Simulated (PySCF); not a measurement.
# [As3]+: relaxation and vibrations of the singlet

Aim: relax [As3]+ as a singlet from a equilateral triangle start, check by its vibrations whether the end is a minimum, and collect its spectrum and constants.

The runs use PySCF 2.14.0; PBE0, basis As def2-TZVP, no relativity, density fitting.

**1. Where the work starts**

3 atoms, charge 1, spin multiplicity 1.

Bond lengths: As1–As2 2.420 Å, As1–As3 2.420 Å, As2–As3 2.420 Å. Angles: As2–As1–As3 60.0°, As1–As2–As3 60.0°, As1–As3–As2 60.0°.

```xyz
3
charge 1 multiplicity 1
As    0.6986   -1.2100    0.0000
As   -1.3972    0.0000    0.0000
As    0.6986    1.2100    0.0000
```

**2. First SCF at the start**

One driver script runs all steps and calls PySCF; scf.py shows how it sets up the SCF of each step. The optimiser is the driver's own. After this first run the driver tries any further starts and a stability analysis.

scf.py

```python
from pyscf import gto, scf, dft
mol = gto.M(atom='''
As     0.698600    -1.210010     0.000000
As    -1.397190     0.000010     0.000000
As     0.698590     1.210010     0.000000''',
    basis={'As': 'def2-TZVP'},
    charge=1, spin=0)
mf = dft.RKS(mol, xc='PBE0')
mf.grids.atom_grid = (50, 194)
aux = {'As': 'def2-universal-JKFIT'}
mf = mf.density_fit(auxbasis=aux)
mf.conv_tol = 1e-08
mf.diis_space = 10
mf.max_cycle = 60
mf.init_guess = 'minao'
mf.verbose = 4
mf.kernel()
```

Run with:

```bash
OMP_NUM_THREADS=4 python axn.py task.json out
```

The runs that follow: Relaxation: equilateral triangle start, singlet; Frequencies.

What does the calculation give? Wanted: minimum; geometry; wavenumbers; dipole moment; highest occupied, lowest empty level; polar-tensor charge of As1; zero-point energy.

**Answer**, as computed:

| quantity | value |
| --- | --- |
| minimum | singlet, D3h |
| geometry | As–As 2.325 Å (×3); As–As–As 60.0° (×3) |
| wavenumbers (cm⁻¹) | 282 (e'), 388 (a1') |
| dipole moment (centre of mass) | 0.00 D |
| highest occupied, lowest empty level | -13.34, -9.04 eV |
| polar-tensor charge of As1 | +0.33 e |
| zero-point energy | 5.7 kJ/mol |
| entropy at 298.15 K | 296.1 J/(mol K) |

What this shows: The molecule stays D3h, as typed, and the end point is a minimum. In the infrared the band at 282 cm⁻¹ (e') leads. Other starts or spin states, not run here, may lie lower.
